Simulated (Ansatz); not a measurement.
# Si₂H₆O₂ (built from SMILES O[SiH](O)[SiH3]): one structure at several levels

A test off equilibrium: a displaced guess of a reacting structure is computed at several levels, and each is set against CCSD(T).

Program: Ansatz 0.2.0, Gaussian basis. Level of theory: single points in def2-TZVPP. These are calculated values, not measurements.

Cores are frozen in the correlated methods.

## Step 1: Where the work starts

10 atoms, charge 0, spin multiplicity 1.

Atoms are counted from 1 here; the program's logs count them from 0.

Bond lengths: Si1–O4 1.678 Å, Si1–O5 1.653 Å, Si2–H6 1.434 Å, Si2–H7 1.456 Å, Si2–H8 1.435 Å, O4–H9 0.865 Å, O5–H10 0.935 Å. Angles: O4–Si1–O5 102.0°, H6–Si2–H7 107.6°, H6–Si2–H8 118.2°, H7–Si2–H8 106.3°, Si1–O4–H9 116.0°, Si1–O5–H10 124.0°.

Geometry (Å):

```xyz
10
charge 0, multiplicity 1
Si   -0.5971   -0.4046    0.8016
Si    1.5388    0.5493   -0.3612
H    -0.1520    0.3002   -0.9872
O    -1.6844    0.8444    1.0720
O    -1.5440   -1.5282    0.0454
H     1.5567    1.5076    0.7058
H     2.2157    1.1481   -1.5023
H     2.1665   -0.7228   -0.1421
H    -2.4043    0.8305    0.5929
H    -1.2431   -2.3732   -0.2168
```

## Step 2: CCSD(T)/def2-TZVPP

The input, run/in.yaml:

```yaml
crystal:
  periodic: [false, false, false]
  atoms:
    - {symbol: Si, position_ang: [-0.597100, -0.404600, 0.801600]}
    - {symbol: Si, position_ang: [1.538800, 0.549300, -0.361200]}
    - {symbol: H, position_ang: [-0.152000, 0.300200, -0.987200]}
    - {symbol: O, position_ang: [-1.684400, 0.844400, 1.072000]}
    - {symbol: O, position_ang: [-1.544000, -1.528200, 0.045400]}
    - {symbol: H, position_ang: [1.556700, 1.507600, 0.705800]}
    - {symbol: H, position_ang: [2.215700, 1.148100, -1.502300]}
    - {symbol: H, position_ang: [2.166500, -0.722800, -0.142100]}
    - {symbol: H, position_ang: [-2.404300, 0.830500, 0.592900]}
    - {symbol: H, position_ang: [-1.243100, -2.373200, -0.216800]}
basis:
  gaussian: {orbitals: def2-TZVPP}
correlation: {method: ccsd_t}
```

On the command line:

```sh
ansatz run in.yaml --threads 8 --pin off --events-out ev --progress --plain --max-ram 10444MiB
```

## Step 3: PBE0-D4/def2-TZVPP

run/in.yaml, as its differences from that of step 2:

```diff
@@ -15,2 +15,3 @@
   gaussian: {orbitals: def2-TZVPP}
-correlation: {method: ccsd_t}
+hamiltonian: {xc: pbe0, dispersion: d4}
+output: {forces: true, orbitals: {seedname: orbitals}}
```

## Step 4: wB97M-V/def2-TZVPP

run/in.yaml, as its differences from that of step 3:

```diff
@@ -15,3 +15,3 @@
   gaussian: {orbitals: def2-TZVPP}
-hamiltonian: {xc: pbe0, dispersion: d4}
-output: {forces: true, orbitals: {seedname: orbitals}}
+hamiltonian: {xc: {name: wB97M-V}}
+output: {forces: true}
```

## Step 5: r2SCAN-D4/def2-TZVPP

run/in.yaml, as its differences from that of step 4:

```diff
@@ -15,3 +15,3 @@
   gaussian: {orbitals: def2-TZVPP}
-hamiltonian: {xc: {name: wB97M-V}}
+hamiltonian: {xc: r2scan, dispersion: d4}
 output: {forces: true}
```

## Step 6: PBE-D4/def2-TZVPP

run/in.yaml, as its differences from that of step 5:

```diff
@@ -15,3 +15,3 @@
   gaussian: {orbitals: def2-TZVPP}
-hamiltonian: {xc: r2scan, dispersion: d4}
+hamiltonian: {xc: pbe, dispersion: d4}
 output: {forces: true}
```

## Step 7: CAM-B3LYP-D4/def2-TZVPP

run/in.yaml, as its differences from that of step 6:

```diff
@@ -15,3 +15,3 @@
   gaussian: {orbitals: def2-TZVPP}
-hamiltonian: {xc: pbe, dispersion: d4}
+hamiltonian: {xc: {name: CAM-B3LYP}, dispersion: d4}
 output: {forces: true}
```

## Step 8: SPW92/def2-TZVPP

run/in.yaml, as its differences from that of step 7:

```diff
@@ -15,3 +15,3 @@
   gaussian: {orbitals: def2-TZVPP}
-hamiltonian: {xc: {name: CAM-B3LYP}, dispersion: d4}
+hamiltonian: {xc: lda}
 output: {forces: true}
```

(Steps that only read results are left out.)

**Question.** What will these runs give? Wanted: energy less free atoms, CCSD(T)/def2-TZVPP; RMS force component; HOMO and LUMO, PBE0-D4; T1 diagnostic.

**Answer**, as computed:

| quantity | value |
| --- | --- |
| energy less free atoms, CCSD(T)/def2-TZVPP | -3062.5 kJ/mol |
| RMS force component | 2.001 to 2.223 eV/Å over the methods |
| HOMO and LUMO, PBE0-D4 | -6.10 and -0.97 eV |
| T1 diagnostic | 0.014 |

In words: Against CCSD(T) the functionals' energies less atoms differ by -536.4 to -35.6 kJ/mol, PBE-D4 by -98.7 kJ/mol. A larger basis would deepen the CCSD(T) value, while the functionals are nearly converged already, so the order here is not reliable. No sound CCSD(T) forces are at hand. Among the functionals the RMS force differs by up to 11 %.
